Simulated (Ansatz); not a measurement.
# AsH₃+ (doublet): the correlation ladder, cc-pVTZ

An exercise on one series of results from a longer session: the logs are not shown, and one member is left open.

Program: Ansatz 0.2.0, Gaussian basis. Level of theory: cc-pVTZ, core rule «outside noble gas», up to 14 orbitals frozen. These are calculated values, not measurements.

To be run: UHF; CCSD(T) on ROHF; CCSD(T) on UHF; BCCD(T) on ROHF; CCSDT(Q) on ROHF; CCSDT(Q) on UHF; CASSCF and MRCISD+Q, 7 electrons in 7 orbitals; CASSCF and NEVPT2, 7 electrons in 7 orbitals.

11 further runs of the same task are left out: 5 that didn't finish, 6 set aside as unsound or not needed. Runs told in other sessions of the task aren't counted.

**The geometry**

The geometry is a PBE0/def2-TZVP stationary point (not a proven minimum). No spin-orbit coupling is included. The filled d shell of As may be among the frozen orbitals whatever the setting's name suggests.

4 atoms, charge 1, spin multiplicity 2.

Atoms are counted from 1 here; the program's logs count them from 0.

Bond lengths: As1–H2 1.497 Å, As1–H3 1.497 Å, As1–H4 1.497 Å. Angles: H2–As1–H3 112.5°, H2–As1–H4 112.5°, H3–As1–H4 112.5°.

The first run:

in.yaml reads:

```yaml
crystal:
  periodic: [false, false, false]
  atoms:
    - {symbol: As, position_ang: [0.000054, -0.000013, -0.016190]}
    - {symbol: H, position_ang: [1.436166, 0.013750, 0.405932]}
    - {symbol: H, position_ang: [-0.731713, 1.238539, 0.397694]}
    - {symbol: H, position_ang: [-0.708471, -1.251307, 0.399802]}
basis:
  gaussian: {orbitals: cc-pVTZ}
total_charge: 1
magnetization: {spin_polarized: true, initial_magnetization: 1}
hamiltonian: {xc: hf}
output: {orbitals: {seedname: orbitals}}
```

Started as:

```console
ansatz run in.yaml --threads 1 --pin off --events-out ev --progress --plain --max-ram 2393MiB
```

Steps of the session up to this table: UHF; CCSD(T) on ROHF; CCSD(T) on UHF; BCCD(T) on ROHF; CCSDT(Q) on ROHF; CCSDT(Q) on UHF; CASSCF and MRCISD+Q, 7 electrons in 7 orbitals; CASSCF and NEVPT2, 7 electrons in 7 orbitals.

One table of the session follows, with a row left open; its other results are not shown here.

It belongs to the step «Misses and costs». 

| method | from UCCSDT(Q) (kcal/mol) |
| --- | --- |
| ROHF | +96.16 |
| UHF | +94.55 |
| RMP2 | ? |
| UMP2 | +18.63 |
| RCCSD | +2.98 |
| UCCSD | +2.85 |
| RCCSD(T) | +0.61 |
| UCCSD(T) | +0.50 |
| BCCD(T) | +0.60 |
| RCCSDT | +0.17 |
| UCCSDT | +0.06 |
| RCCSDT(Q) | +0.11 |
| UCCSDT(Q) | 0 |
| CASSCF valence | +64.92 |
| NEVPT2 valence | +16.66 |
| MRCISD valence | +3.42 |
| MRCISD+Q valence | +0.66 |

Q: Estimate the row for RMP2 from the others.

As computed: from UCCSDT(Q) (kcal/mol): +18.78. In the column «from UCCSDT(Q) (kcal/mol)» it lies between UMP2 (+18.63) and CASSCF valence (+64.92).

Limits of these values: Restricted and unrestricted rows rest on different reference determinants; a gap between their highest levels can come from leftover correlation error, from unlike frozen cores or from another state.
